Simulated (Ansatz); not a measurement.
# CH9NOSi2: a ladder of functionals and wavefunction methods

The task here is to estimate one member of a computed series from the others.

Program: Ansatz 0.2.0, Gaussian basis. Level of theory: functionals in def2-TZVPP, the program's frozen cores in correlated methods. These are calculated values, not measurements.

Levels to be run: PBE-D4, r2SCAN-D4, PBE0-D4, B3LYP-D4, ωB97X-V, ωB97M-V, B2PLYP; CCSD(T)/def2-TZVPP; MP2/def2-QZVPP; extrapolation to the limit.

## The geometry

The geometry comes from an earlier relaxation with PBE0-D4 in a triple-zeta def2 set; it is a stationary point, not always the lowest conformer.

SMILES `CO[SiH](N)[SiH3]`, 14 atoms, charge 0, spin multiplicity 1.

Atoms are counted from 1 here; the program's logs count them from 0.

Bond lengths: C1–O2 1.406 Å, C1–H6 1.091 Å, C1–H7 1.096 Å, C1–H8 1.098 Å, O2–Si3 1.650 Å, Si3–N4 1.710 Å, Si3–Si5 2.350 Å, Si3–H9 1.482 Å, N4–H10 1.005 Å, N4–H11 1.007 Å, Si5–H12 1.488 Å, Si5–H13 1.489 Å, Si5–H14 1.493 Å. Angles: O2–C1–H6 108.5°, O2–C1–H7 111.5°, O2–C1–H8 111.7°, H6–C1–H7 108.5°, H6–C1–H8 108.1°, H7–C1–H8 108.4°, C1–O2–Si3 123.0°, O2–Si3–N4 116.5°, O2–Si3–Si5 110.6°, O2–Si3–H9 102.8°, N4–Si3–Si5 105.3°, N4–Si3–H9 108.2°, Si5–Si3–H9 113.9°, Si3–N4–H10 122.5°, Si3–N4–H11 122.6°, H10–N4–H11 112.1°, Si3–Si5–H12 110.4°, Si3–Si5–H13 112.1° and more.

Set-up of the first run:

Input file in.yaml:

```yaml
crystal:
  periodic: [false, false, false]
  atoms:
    - {symbol: C, position_ang: [1.474337, -1.452407, -0.140852]}
    - {symbol: O, position_ang: [0.117116, -1.489304, -0.505009]}
    - {symbol: Si, position_ang: [-0.849614, -0.152364, -0.508867]}
    - {symbol: N, position_ang: [-0.441247, 1.079674, -1.622211]}
    - {symbol: Si, position_ang: [-0.831178, 0.886922, 1.599292]}
    - {symbol: H, position_ang: [1.863151, -2.472075, -0.152158]}
    - {symbol: H, position_ang: [2.062693, -0.848725, -0.841264]}
    - {symbol: H, position_ang: [1.613511, -1.044512, 0.868856]}
    - {symbol: H, position_ang: [-2.169814, -0.704269, -0.893966]}
    - {symbol: H, position_ang: [0.213173, 1.810897, -1.402995]}
    - {symbol: H, position_ang: [-0.580798, 0.981900, -2.614467]}
    - {symbol: H, position_ang: [-2.083927, 1.663588, 1.805861]}
    - {symbol: H, position_ang: [-0.701040, -0.098702, 2.707734]}
    - {symbol: H, position_ang: [0.313636, 1.839375, 1.700057]}
basis:
  gaussian: {orbitals: def2-TZVPP}
hamiltonian: {xc: pbe, dispersion: d4}
output: {forces: true, orbitals: {seedname: orbitals}}
```

Started as:

```sh
$ ansatz run in.yaml --threads 2 --pin off --events-out ev --progress --plain --max-ram 22528MiB --backend cuda --devices 0, --max-vram 18GiB
```

Steps of the session up to this table: PBE-D4 (GGA); r2SCAN-D4 (meta-GGA); PBE0-D4 (hybrid); B3LYP-D4 (hybrid); ωB97X-V (range-separated); ωB97M-V (range-separated); B2PLYP (double hybrid); CCSD(T) in def2-TZVPP; MP2 in def2-QZVPP.

One of the session's tables, all rows but one given; the rest of the session is left out.

| method | atomisation energy (kJ/mol) |
| --- | --- |
| PBE-D4 | 4850.8 |
| r2SCAN-D4 | 4811.5 |
| PBE0-D4 | 4786.6 |
| B3LYP-D4 | 4828.5 |
| ωB97X-V | 4851.5 |
| ωB97M-V | 4833.7 |
| B2PLYP | 4762.8 |
| HF/def2-TZVPP | 3501.3 |
| MP2/def2-TZVPP | ? |
| CCSD/def2-TZVPP | 4635.5 |
| CCSD(T)/def2-TZVPP | 4693.5 |
| MP2/CBS | 4855.8 |
| CCSD(T)/CBS | 4830.4 |

Estimate the missing values for MP2/def2-TZVPP.

**Answer.** atomisation energy (kJ/mol): 4718.8. In the column «atomisation energy (kJ/mol)» it lies between CCSD(T)/def2-TZVPP (4693.5) and B2PLYP (4762.8).
